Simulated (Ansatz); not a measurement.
# Ti4Ru in Ansatz: the effect of target pressure

The system is Ti4Ru.

```
Ru Ti
1.0
     0.00000    2.37271   11.05393
     1.55677    0.00000   11.05393
     1.55677    2.37271    0.00000
Ru Ti
1 4
Cartesian
  0.0000 0.0000 0.0000
  1.5568 2.3727 13.0521
  1.5568 2.3727 4.3536
  1.5568 2.3727 17.7543
  1.5568 2.3727 9.0557
```

The cell comes from a database or a generator and needn't be the stable form of this composition.

Alike in all runs:

```yaml
Program: Ansatz 0.2.0
Task: relaxation of cell and atoms
Functional: PBEsol
Potentials_or_basis: Ansatz PAW
Cutoff: "420 eV (not typed: the program's choice for these potentials)"
k_mesh: 10 × 10 × 10
Occupations: fermi-dirac, width 0.05 eV
Spin: no spin polarisation
```

Each run relaxes the cell or the atoms first.

```tsv
target pressure	relaxed volume (Å³/atom)
0 GPa	15.75
2 GPa	?
5 GPa	15.22
10 GPa	14.76
20 GPa	14.00
30 GPa	13.38
```

Question: What does the run with target pressure 2 GPa give?

Answer: Relaxed volume 15.52 Å³/atom.

Worked out: In Murnaghan's law V^(-B') rises as a straight line in P. The other rows fit best with B' = 3.4, V0 = 15.75 Å³/atom and B0 = 138 GPa, which gives 15.53 Å³/atom at 2 GPa, against the run's 15.52.

Caveats: the plane-wave basis is chosen anew once the cell has moved, so the energies of steps on either side of that aren't comparable; the PAW data sets come from PBE, with cores solved anew for the run's functional, which leaves a small shift of forces and pressure; the volume moved by over 15 % at a fixed basis, so the end points are rough (some runs).
